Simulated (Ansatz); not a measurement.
# Ge6S: the cost of one run

Program: Ansatz 0.2.0. Level of theory: DFT PBE, scalar-relativistic, plane waves, PAW. These are calculated values, not measurements.

2 further runs of the same task are left out: 2 set aside as unsound or not needed.

## Step 1: The structure to begin with

It takes space group Pm (No. 6, monoclinic). The conventional cell has a = 5.762 Å, b = 4.074 Å, c = 19.524 Å, α = 90.00°, β = 90.00°, γ = 90.00°. Ge (site symmetry m) is surrounded by 3 Ge at 2.49 Å. Ge (site symmetry m) has 4 Ge at 2.49 Å as nearest neighbours. Around Ge (site symmetry m) lie 3 Ge at 2.45 to 2.49 Å and 2 S at 2.74 Å. Around Ge (site symmetry m) lie 1 S at 2.28 Å and 3 Ge at 2.45 to 2.49 Å. S (site symmetry m) is surrounded by 3 Ge at 2.28 to 2.74 Å.

As a file:

```cif
data_structure
_symmetry_space_group_name_H-M 'Pm'
_symmetry_Int_Tables_number 6
_cell_length_a 5.7616
_cell_length_b 4.0741
_cell_length_c 19.5242
_cell_angle_alpha 90.000
_cell_angle_beta 90.000
_cell_angle_gamma 90.000
_cell_volume 458.29
loop_
_atom_site_label
_atom_site_type_symbol
_atom_site_symmetry_multiplicity
_atom_site_Wyckoff_symbol
_atom_site_fract_x
_atom_site_fract_y
_atom_site_fract_z
_atom_site_occupancy
Ge1 Ge 1 b 0.00000 0.50000 0.20487 1
Ge2 Ge 1 a 0.25000 0.00000 0.20487 1
Ge3 Ge 1 a 0.50052 0.00000 0.30874 1
Ge4 Ge 1 b 0.74948 0.50000 0.30874 1
Ge5 Ge 1 b 0.00692 0.50000 0.41099 1
Ge6 Ge 1 a 0.24308 0.00000 0.41099 1
S1 S 1 a 0.00692 0.00000 0.50500 1
```

This is the geometry of the first run shown, built on a cell relaxed beforehand with the same method.

## Step 2: The scan

Atoms count from 1 in the order of the input.

S is moved over the surface cell; relaxed at each place: the height of the adsorbate's atoms; substrate rigid; the origin of the map has the adsorbate above Ge5.

The axes are (1) position of S7 along the first surface vector, from above Ge5: 6 values from 0.000 to 0.833, periodic; (2) position of S7 along the second surface vector, from above Ge5: 6 values from 0.000 to 0.833, periodic.

Relaxed at each point: the height of the adsorbate's atoms; substrate rigid. Points are written as (first, second).

The two vectors of the plane (Å): (4.074, 0.000, 0.000); (0.000, 5.762, 0.000).

## Step 3: Grid point (3/6, 0/6) of the map's two axes

The input, input.yaml:

```yaml
crystal:
  lattice:
    - [4.0740542126, 0.0, 0.0]
    - [0.0, 5.7615827213, 0.0]
    - [0.0, 0.0, 19.5242196736]
  atoms:
    - { symbol: Ge, position: [0.5, 0.0, 0.2048737449] }
    - { symbol: Ge, position: [0.0, 0.25, 0.2048737449] }
    - { symbol: Ge, position: [0.0, 0.5005156572, 0.3087424246] }
    - { symbol: Ge, position: [0.5, 0.7494843428, 0.3087424246] }
    - { symbol: Ge, position: [0.5, 0.0069199665, 0.4109879835] }
    - { symbol: Ge, position: [0.0, 0.2430800335, 0.4109879835] }
    - { symbol: S, position: [1.0, 0.0069199665, 0.5050027939] }
basis:
  ecutwfc: 420
kpoints:
  mp_grid: { grid: [7, 5, 1] }
hamiltonian:
  xc: pbe
  pseudopotentials: { kind: paw, azcp: { folder: soft_1 } }
scf:
  occupations: { method: gaussian, width: 0.1 }
output:
  forces: true
  eigenvalues: true
relax:
  adjacent_minimum: "off"
  f_tol: 0.025
  max_steps: 16
  constraints: [{ sites: [0, 1, 2, 3, 4, 5] }, { sites: [6], fix: xy }]
efield:
  axis: 3
  dipole_correction: true
  ramp_width: 0.04
```

Run with:

```bash
ansatz run input.yaml --threads 4 --pin off --max-ram 12288MiB --backend cpu --events-out ev --progress --plain --runs-dir out
```

**Question.** How long does this run take on 4 threads of Intel Xeon Platinum 8259CL at 2.50GHz (Skylake/Cascade Lake), shared host, and how much memory does it need?

About 22 s, with a peak of 1 GiB.
